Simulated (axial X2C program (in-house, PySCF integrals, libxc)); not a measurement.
# RhO: from the state search to constants, part 2 of 2

Computed with an in-house X2C program for linear molecules on PySCF integrals; all-electron X2C, Rh dyall-cv3z, O dyall-av3z.

## Step 9: PBE0, 2c

State followed: Ω = 3/2 (excess of +ω over −ω: ω = 3/2). The scan is laid around 1.696 Å, a first estimate of the minimum, and this SCF restarts from the orbitals of the search.

The SCF at the reference distance of 1.696 Å:

```text
two-component X2C + atomic mean field  PBE0
basis functions 204  fitting functions 954  grid points 5075
iter        total energy     max residual
   1      -4850.126496810     1.21e+01
   2      -4856.473957747     8.83e-02
   3      -4855.828411171     2.62e-01
   4      -4856.481029978     7.49e-02
   5      -4856.602960868     4.41e-03
   6      -4856.603063329     5.42e-03
   7      -4856.603583427     1.82e-03
   8      -4856.603631103     6.46e-04
   9      -4856.603640656     2.59e-04
  10      -4856.603642538     3.82e-05
  11      -4856.603642672     1.99e-05
  12      -4856.603642714     1.15e-05
  13      -4856.603642735     3.67e-06
  14      -4856.603642737     9.55e-07
  15      -4856.603642737     3.26e-07
converged
one-electron -6917.48287977  Coulomb 2099.05183231  exact exchange -36.39054028  xc functional -111.67946007  nuclear repulsion 112.32535137  atomic mean-field constant -2.42794631
```

Along the bond, energies from the lowest point:

```tsv
R (Å)	E (eV)	μ (D)	HOMO (eV)	LUMO (eV)	iterations
1.476	1.3713	-2.02	-6.00	-2.91	16
1.543	0.5549	-2.64	-6.10	-2.97	15
1.594	0.2134	-3.07	-6.19	-3.00	15
1.645	0.0422	-3.46	-6.28	-3.03	16
1.696	0.0000	-3.81	-6.38	-3.05	15
1.755	0.0706	-4.15	-6.49	-3.07	16
1.815	0.2326	-4.41	-6.55	-3.09	17
1.891	0.5284	-4.65	-6.47	-3.11	19
1.984	0.9621	-4.79	-6.37	-3.10	23
2.120	1.6055	-4.82	-6.23	-3.06	28
```

Dipoles are positive if O is the positive end.

Outer spinors at the reference distance:

```csv
ω,occupied,ε (eV),atomic character,λ mixture
1/2,yes,-26.43,"72% O s, 12% Rh d, 7% Rh p",100% σ
-1/2,yes,-24.52,"70% O s, 12% Rh d, 7% Rh p",100% σ
1/2,yes,-11.93,"56% O p, 36% Rh d, 4% O s",100% σ
-1/2,yes,-11.62,"51% O p, 45% Rh d","99% π, 1% σ"
3/2,yes,-11.54,"53% O p, 43% Rh d",100% π
-1/2,yes,-10.47,"60% O p, 31% Rh d, 5% O s","99% σ, 1% π"
1/2,yes,-9.15,"52% O p, 43% Rh d",100% π
-3/2,yes,-9.10,"52% O p, 43% Rh d","98% π, 2% δ"
-3/2,yes,-8.06,97% Rh d,"98% δ, 2% π"
5/2,yes,-7.77,99% Rh d,100% δ
-1/2,yes,-7.33,"52% Rh d, 36% O p, 6% Rh p",100% π
3/2,yes,-7.27,"62% Rh d, 28% O p, 4% Rh p","78% π, 22% δ"
3/2,yes,-6.96,"89% Rh d, 7% O p","78% δ, 22% π"
-5/2,yes,-6.72,99% Rh d,100% δ
1/2,yes,-6.38,"34% Rh d, 33% Rh s, 27% O p","99% σ, 1% π"
-1/2,no,-3.05,"48% Rh s, 26% Rh d, 18% O p",100% σ
1/2,no,-2.66,"36% Rh d, 24% O p, 20% Rh p","64% π, 36% σ"
-3/2,no,-2.45,"52% Rh d, 30% O p, 11% Rh p",100% π
1/2,no,-2.41,"29% Rh d, 27% Rh p, 19% Rh s","65% σ, 35% π"
```

PBE0 fields in the half plane through the axis: z from -2.4 to 3.9 Å across, distance from the axis 0.15 to 2.25 Å upwards; Rh lies at z = 0 and O at z = 1.696 Å; the ELF is damped to zero where the density is low.

log10 density (e/bohr³). Ten even steps from '0' (-5.33 ) to '9' (1.74 ):
```
1112223333322222111000
1122333333333332221100
1223344444443333322110
1223444555444444333211
1233445555555555443221
1233456666655665543321
1234456777666776554322
1234567898767787654322
```

ELF. Ten even steps from '0' (0.00 ) to '9' (0.87 ):
```
0000011111000000000000
0000112221100000000000
0000122222110111000000
0000123332111233210000
0000123443213676531000
0000024676326899752000
0000027868538999963100
0000038272748119974100
```

Re = 1.690 Å, ωe = 866 cm⁻¹, ωexe = 4.23 cm⁻¹, Be = 0.4262 cm⁻¹, De = 4.12 eV, μ = -3.77 D.

## Step 10: HF, 2c

Output at 1.696 Å:

```text
two-component X2C + atomic mean field  HF
basis functions 204  fitting functions 954  grid points 5075
iter        total energy     max residual
   1      -4854.095803513     3.59e-01
   2      -4854.127023424     1.42e-02
   3      -4854.127010808     1.83e-02
   4      -4854.132349648     4.53e-03
   5      -4854.133151671     2.12e-03
   6      -4854.133519408     1.77e-03
   7      -4854.133793887     1.30e-03
   8      -4854.134037945     1.07e-03
   9      -4854.134248636     1.22e-03
  10      -4854.134318461     1.14e-03
  11      -4854.134361781     1.17e-03
  12      -4854.134345302     1.16e-03
  13      -4854.134217138     1.02e-03
  14      -4854.134125563     8.52e-04
  15      -4854.134096837     6.62e-04
  16      -4854.134125514     5.09e-04
  17      -4854.134156631     4.71e-04
  18      -4854.134198876     3.28e-04
  19      -4854.134211488     1.00e-04
  20      -4854.134213030     6.69e-05
  21      -4854.134214190     5.72e-05
  22      -4854.134214664     4.36e-05
  23      -4854.134215139     3.56e-05
  24      -4854.134215540     3.08e-05
  25      -4854.134215817     2.48e-05
  26      -4854.134216013     1.82e-05
  27      -4854.134216058     1.28e-05
  28      -4854.134216079     6.71e-06
  29      -4854.134216087     3.30e-06
  30      -4854.134216089     1.54e-06
  31      -4854.134216090     1.42e-06
converged
one-electron -6917.57970448  Coulomb 2099.28666205  exact exchange -145.73857873  xc functional 0.00000000  nuclear repulsion 112.32535137  atomic mean-field constant -2.42794631
```

Re = 1.733 Å, ωe = 611 cm⁻¹, ωexe = 6.59 cm⁻¹, Be = 0.4056 cm⁻¹, De = -0.569 eV, μ = -5.58 D.

## Step 11: LDA, 2c

The SCF at the reference distance of 1.696 Å:

```text
two-component X2C + atomic mean field  LDA
basis functions 204  fitting functions 954  grid points 5075
iter        total energy     max residual
   1      -4851.341153478     7.86e-01
   2      -4851.344610762     3.16e-02
   3      -4851.060818841     1.26e-01
   4      -4851.353480999     1.59e-02
   5      -4851.357728023     4.84e-03
   6      -4851.357948733     2.70e-03
   7      -4851.358050505     5.26e-04
   8      -4851.358055102     1.99e-04
   9      -4851.358055674     3.22e-05
  10      -4851.358055689     6.61e-06
  11      -4851.358055689     3.03e-07
converged
one-electron -6916.37477898  Coulomb 2097.80049912  exact exchange 0.00000000  xc functional -142.68118090  nuclear repulsion 112.32535137  atomic mean-field constant -2.42794631
```

Re = 1.685 Å, ωe = 890 cm⁻¹, ωexe = 4.39 cm⁻¹, Be = 0.4289 cm⁻¹, De = 6.56 eV, μ = -3.10 D.

## Step 12: Correlated methods, 2c

Correlated methods: 15 electrons correlated (frozen shells, counted by type: Rh 4 s, 3 p, 1 d; O 1 s), 279 virtual spinors in MP2, 90 natural virtuals in coupled cluster.

Output of the correlated part at 1.696 Å:

```text
correlated 15  virtual 279  natural virtual 90  E(MP2) -0.595611103  MP2 remainder -0.055664381
iter   CCSD correlation   residual
   1     -0.475026190   2.71e-01
   2     -0.502482002   1.60e-01
   3     -0.508742091   4.25e-02
   4     -0.510783535   2.18e-02
   5     -0.511263799   9.68e-03
   6     -0.511363361   4.32e-03
   7     -0.511374609   2.03e-03
   8     -0.511401039   8.90e-04
   9     -0.511421335   5.43e-04
  10     -0.511413409   3.70e-04
  11     -0.511427348   2.44e-04
  12     -0.511421418   1.59e-04
  13     -0.511425184   9.62e-05
  14     -0.511422978   5.20e-05
  15     -0.511422723   2.75e-05
  16     -0.511422402   1.34e-05
  17     -0.511422263   7.87e-06
  18     -0.511422162   5.48e-06
  19     -0.511422184   3.96e-06
  20     -0.511422112   2.99e-06
  21     -0.511422186   2.24e-06
  22     -0.511422133   1.62e-06
  23     -0.511422168   1.12e-06
  24     -0.511422164   6.93e-07
(T) -0.027058004  T1 0.0584  D1 0.1322  max T2 0.089
```

MP2: No constants are quoted: the points don't follow one smooth fit.

CCSD: Re = 1.689 Å, ωe = 885 cm⁻¹, ωexe = 5.02 cm⁻¹, Be = 0.427 cm⁻¹, De = 3.39 eV. T1 at Re = 0.041 (Lee–Taylor, the printed value over √2).

CCSD(T): No constants are quoted: the points don't follow one smooth fit.

## Step 13: A higher determinant, 2c

State: Ω = 1/2 (excess of +ω over −ω: 2 × ω = -1/2, ω = 3/2).

Output at the reference distance:

```text
two-component X2C + atomic mean field  PBE0
basis functions 204  fitting functions 954  grid points 5075
iter        total energy     max residual
   1      -4850.110958180     1.21e+01
   2      -4856.465515526     8.71e-02
   3      -4855.906353214     2.43e-01
   4      -4856.483435837     7.32e-02
   5      -4856.591840193     4.39e-03
   6      -4856.592024344     4.69e-03
   7      -4856.592426717     1.53e-03
   8      -4856.592462876     5.23e-04
   9      -4856.592469581     1.87e-04
  10      -4856.592470879     6.40e-05
  11      -4856.592471028     3.42e-05
  12      -4856.592471079     9.37e-06
  13      -4856.592471085     2.01e-06
  14      -4856.592471085     6.31e-07
converged
one-electron -6917.40831912  Coulomb 2098.97551766  exact exchange -36.38696748  xc functional -111.67010722  nuclear repulsion 112.32535137  atomic mean-field constant -2.42794631
```

```tsv
R (Å)	E above the lowest PBE0 point (eV)
1.476	1.735
1.543	0.887
1.594	0.530
1.645	0.350
1.696	0.304
1.755	0.376
1.815	0.543
1.891	0.846
1.984	1.281
```

Re = 1.691 Å, ωe = 884 cm⁻¹, ωexe = 4.59 cm⁻¹, Be = 0.4258 cm⁻¹, μ = -3.77 D. Te = 0.30 eV.

## Step 14: The 2c curves together

Energy (eV) of the followed determinant, 2c, from each level's lowest point:

```tsv
R (Å)	PBE0	HF	MP2	CCSD	CCSD(T)	LDA
1.476	1.371	1.274	1.237	n/a	n/a	1.349
1.543	0.555	0.558	0.338	0.577	0.603	0.534
1.594	0.213	0.256	0.000	0.218	0.227	0.197
1.645	0.042	n/a	n/a	n/a	n/a	0.032
1.696	0.000	0.009	0.028	0.000	0.000	0.000
1.755	0.071	0.000	0.358	0.077	0.084	0.085
1.815	0.233	0.047	0.763	0.244	0.256	0.263
1.891	0.528	0.159	1.309	0.544	0.552	0.582
1.984	0.962	0.328	1.978	n/a	n/a	1.047
2.120	1.606	0.557	2.868	n/a	n/a	1.770
```

Time for the job: 4.5 min (1 thread of Arm Neoverse V1, shared host).

## Step 15: What came out

What follows sums up all 2 parts.

Lowest determinant that the search found at its distance, spin-free: M_S = 3/2, Λ = 0 (beyond closed shells: σα, π+α, π-α).

Lowest determinant that the search found at its distance, 2c: Ω = 3/2 (excess of +ω over −ω: ω = 3/2).

```
Hamiltonian    level  Re (Å)  ωe (cm⁻¹)  De (eV)  μ (D)
  spin-free     PBE0   1.689        867     4.25  -3.75
  spin-free       HF   1.733        606   -0.446  -5.56
  spin-free     CCSD   1.686        893     3.52    n/a
  spin-free  CCSD(T)   1.685        924     3.88    n/a
  spin-free      LDA   1.684        892     6.71  -3.09
         2c     PBE0   1.690        866     4.12  -3.77
         2c       HF   1.733        611   -0.569  -5.58
         2c     CCSD   1.689        885     3.39    n/a
         2c      LDA   1.685        890     6.56  -3.10
```

Dipoles are positive if O is the positive end. No constants: spin-free MP2 (the points don't follow one smooth fit); 2c MP2 (the points don't follow one smooth fit); 2c CCSD(T) (the points don't follow one smooth fit).

Time per point (s) on 1 thread of Arm Neoverse V1, shared host (2c runs; CCSD comes with the CCSD(T) run); the times are rough: PBE0 1.2, HF 1.7, LDA 0.38.

In words: At CCSD, going from spin-free to two-component changes Re by +2 mÅ, ωe by -0.9 %; the spin-free picture holds up (part of it comes from the scalar share of the two-electron terms). De moves by -0.13 eV; both De rest on single-determinant atoms, which can miss part of an open shell's spin–orbit lowering. De is negative at HF: there the minimum lies above the ground-state fragments.

De refers to Rh + O, each in the lowest determinant found, which need not be this curve's own limit. Each curve is one determinant whose occupation by symmetry is held fixed; it was picked as the lowest of a PBE0 search that is not exhaustive. Dissociation energies refer to the lowest single-determinant-based atoms at the same level and basis. Density functionals use the spin component along the axis (collinear). CCSD and (T) use frozen natural virtuals with an MP2 correction for the truncation. With several unpaired electrons one determinant need not be a pure state. Some points did not converge and are left out. The spin-free determinant is spin-contaminated at some levels. T1 at Re is 0.041 (Lee–Taylor), above the customary mark of 0.02.
